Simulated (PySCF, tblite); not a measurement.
# B₂H₇NO₂: geometry, infrared bands, NMR shifts, spin-spin couplings, electronic excitations and core binding energies

What infrared bands, NMR shifts, spin-spin couplings, electronic excitations and core binding energies should B₂H₇NO₂ (`[NH3+][BH2-]B(O)O`) show?

Programs: tblite 0.8.0 and PySCF 2.14.0, with density-fitted response routines of our own. Each step states its level of theory. These are calculated values for one molecule in the gas phase, unless marked as measured. Atoms count from 0, in the outputs and in this text.

### Step 1. The molecule as given

12 atoms, charge 0, multiplicity 1; geometry from: GFN2-xTB.

Bonds of the start (Å): N0–B1 1.66, B1–B2 1.70, B2–O3 1.38, B2–O4 1.38, N0–H5 1.01, N0–H6 1.01, N0–H7 1.01, B1–H8 1.20, B1–H9 1.20, O3–H10 0.96, O4–H11 0.95.

### Step 2. Vibrational analysis with GFN2-xTB

Job settings and geometry (Å):

```
{"job": {"kind": "ir", "xc": "GFN2-xTB", "basis": "xTB"}, "charge": 0, "multiplicity": 1}
N     -1.569273     0.387213     0.214367
B     -0.377486    -0.125290    -0.817343
B      1.018965    -0.184113     0.145534
O      0.952617     0.338427     1.423955
O      2.271787    -0.666106    -0.174540
H     -1.125173     1.076651     0.810822
H     -2.363118     0.778543    -0.278401
H     -1.855969    -0.399846     0.782597
H     -0.332057     0.703384    -1.681350
H     -0.765025    -1.164558    -1.268407
H      1.799327     0.281321     1.871351
H      2.346603    -1.026311    -1.054613
```

**Question.** This job is followed by: PBE0-D3(BJ)/def2-SVP geometry optimisation, gas phase; GIAO PBE0/pcSseg-1 NMR shielding, non-relativistic, gas phase; B3LYP/pcJ-1 indirect spin-spin coupling, non-relativistic, gas phase; TDDFT CAM-B3LYP/def2-SVPD, vertical, gas phase, core orbitals frozen in the response; GIAO mPW1PW91/pcSseg-2 NMR shielding, non-relativistic, gas phase; delta-SCF UKS SCAN, pcX-2 on the ionised atom, pcseg-1 elsewhere, spin-free X2C. What will the session give for the following? strongest single infrared mode (GFN2-xTB); zero-point energy (GFN2-xTB); point group; rotational constants (main isotopes); ¹H shifts against TMS (PBE0/pcSseg-1, means over atoms taken as alike); ¹⁵N shifts against NH3 (PBE0/pcSseg-1); ¹¹B shifts against BF3·OEt2 (PBE0/pcSseg-1); ¹⁷O shifts against H2O (PBE0/pcSseg-1, means over atoms taken as alike); largest coupling of the table (B3LYP/pcJ-1); lowest singlet (CAM-B3LYP/def2-SVPD); brightest single state of those computed; lowest triplet; vertical ionisation energy (ΔSCF); B1s binding energies, SCAN/pcX-2; N1s binding energies, SCAN/pcX-2; O1s binding energies, SCAN/pcX-2; range of the shift of N0.

**Answer**, as computed:

```
                                                               quantity                        value
                              strongest single infrared mode (GFN2-xTB)        2380 cm⁻¹, 325 km/mol
                                           zero-point energy (GFN2-xTB)                57.6 kcal/mol
                                                            point group                           C1
                                   rotational constants (main isotopes)         8.67, 3.21, 2.42 GHz
 ¹H shifts against TMS (PBE0/pcSseg-1, means over atoms taken as alike)         3.83, 2.79, 1.94 ppm
                                 ¹⁵N shifts against NH3 (PBE0/pcSseg-1)                     38.1 ppm
                            ¹¹B shifts against BF3·OEt2 (PBE0/pcSseg-1)              39.5, -29.7 ppm
¹⁷O shifts against H2O (PBE0/pcSseg-1, means over atoms taken as alike)                    135.7 ppm
                            largest coupling of the table (B3LYP/pcJ-1)       ¹J(B,H) B1–H8, 99.8 Hz
                                   lowest singlet (CAM-B3LYP/def2-SVPD)  6.04 eV (205 nm), f = 0.016
                               brightest single state of those computed  state 9, 8.22 eV, f = 0.070
                                                         lowest triplet                      5.85 eV
                                      vertical ionisation energy (ΔSCF)                      9.33 eV
                                       B1s binding energies, SCAN/pcX-2      B2 195.88, B1 193.50 eV
                                       N1s binding energies, SCAN/pcX-2                 N0 407.77 eV
                                       O1s binding energies, SCAN/pcX-2                 O3 538.43 eV
                                               range of the shift of N0             32.4 to 38.1 ppm
```

All 30 modes are real, so the xTB geometry is a minimum. The strongest single mode, at 2380 cm⁻¹, moves mainly H8 and H9. GFN2-xTB is a fitted tight-binding method: band positions and strengths are rough. Its intensities can rank the bands wrongly. The optimisation took 6 steps and gained 0.058 eV; among the close pairs (by a distance rule), B1–H8 changed most, from 1.198 to 1.230 Å. At PBE0/pcSseg-1: The largest span, 195 ppm, is at O3, O4, where the paramagnetic term is -190 ppm. Of the pairs tabulated at B3LYP/pcJ-1, B1–H8 (mean over like pairs) couples most strongly (99.8 Hz; Fermi contact 99.4 Hz). Couplings across rotatable bonds belong to this one conformer; where others are populated, the observed values are averages. The lowest singlet, at 6.04 eV, is HOMO→LUMO 0.95 and is weak; of the 10 states computed, the strongest absorption comes from state 9 at 8.22 eV. The lowest triplet lies 0.19 eV below the lowest singlet (triplets in Tamm-Dancoff, singlets in full TDDFT). The orbital energy would give 8.37 eV for ionisation, ΔSCF gives 9.33 eV. The B1s levels kept as sound span 2.38 eV, from B1 (boron bonded to B, N, 2 H) up to B2 (boron bonded to B, 2 O). In ppm, N0 moves most: its shift spreads over 5.7 ppm, from 32.4 (mPW1PW91/pcSseg-2) to 38.1 (PBE0/pcSseg-1). Most of that comes from the computed reference, not from the atom's own shielding.
